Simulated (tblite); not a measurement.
# C3H15Si3V: the cost of one run

Programs: tblite 0.8.0 and PySCF 2.14.0. All values are calculated, for the isolated system unless a continuum is named. Atoms count from 0, parts from 1.

## 1. The system as given

22 atoms, charge 0, multiplicity 1; geometry: distance geometry start.

## 2. Geometry optimisation with GFN2-xTB

What the job is given:

```
{"job": {"kind": "relax", "xc": "GFN2-xTB", "basis": "xTB"}, "charge": 0, "multiplicity": 1}
V      0.705183     0.867650     0.162230
C      1.238865     2.510443    -0.656588
Si    -0.209414     3.285203    -1.512045
C      0.486964     0.919314     2.114288
Si    -0.749321    -0.319661     2.645007
C      1.492176    -0.769590    -0.533351
Si     2.332004    -1.681916     0.831057
H      1.627854     3.163526     0.021500
H      1.984143     2.321156    -1.378302
H     -1.382569     2.552101    -1.201586
H     -0.032991     3.281246    -2.907769
H     -0.355429     4.623060    -1.048290
H      1.386802     0.714888     2.551258
H      0.161836     1.893529     2.389053
H     -1.640493     0.277548     3.582167
H     -0.095581    -1.409065     3.252424
H     -1.487691    -0.768226     1.515858
H      0.722099    -1.368592    -0.935840
H      2.182453    -0.531539    -1.267445
H      2.354649    -3.063675     0.547328
H      3.649694    -1.228937     0.957268
H      1.643852    -1.468937     2.043202
```

Level: GFN2-xTB geometry optimisation, gas phase.

Started as:

```bash
$ OMP_NUM_THREADS=1 python cluster_run.py task.json out
```

One launch serves the whole session: the jobs run in the order shown.

Q: Estimate the wall time of this first job on 1 thread of Arm Neoverse N1, shared host.

About 10 s.
